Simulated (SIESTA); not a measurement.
Crystal: TiPd3.

```
Pd Ti
1.0
     3.82000    0.00000    0.00000
     0.00000    3.82000    0.00000
     0.00000    0.00000    3.82000
Pd Ti
3 1
Direct
  0.50000 0.50000 0.00000
  0.50000 0.00000 0.50000
  0.00000 0.50000 0.50000
  0.00000 0.00000 0.00000
```

| Property | Result |
| --- | --- |
| Program | SIESTA 5.4.2 |
| Task | single point |
| Functional | PBEsol |
| Potentials or basis | PseudoDojo 0.4 standard (PBEsol files) |
| Basis | DZP (energy shift 0.003 Ry; two zetas on semicore shells) |
| Grid cutoff | 800 Ry |
| Energy shift | 0.003 Ry |
| k mesh | 7 × 7 × 7 |
| Occupations | fermi-dirac, width 0.05 eV |
| Spin | no spin polarisation |

On this cell: pressure 8.4 GPa; largest force zero by symmetry; band gap on the k mesh none (metal or under the smearing width).

The same run follows on a disturbed copy (atoms moved at random, drawn with an rms of 0.05 Å):

```
Pd Ti
1.0
     3.82000    0.00000    0.00000
     0.00000    3.82000    0.00000
     0.00000    0.00000    3.82000
Pd Ti
3 1
Cartesian
  1.9217 1.8512 -0.0262
  1.9217 0.0182 1.9358
  -0.0093 1.9020 1.9421
  -0.0214 -0.0133 0.0605
```

Q: What changes?

A: The energy (extrapolated to zero smearing) moves by +15.4 meV/atom; pressure 9.2 GPa; largest force 1.162 eV/Å; band gap on the k mesh none (metal or under the smearing width).

Forces on the atoms (eV/Å):
```
Pd  -0.268  0.723  0.870
Pd  -0.261 -0.798 -0.312
Pd   0.328  0.190 -0.369
Ti   0.200 -0.115 -0.189
```

Stress tensor (GPa, compression positive):
```
 8.93  0.03 -0.24
 0.03  9.19  0.51
-0.24  0.51  9.48
```

Caveats: the basis of atomic orbitals isn't converged, which shifts pressures, moduli and gaps.
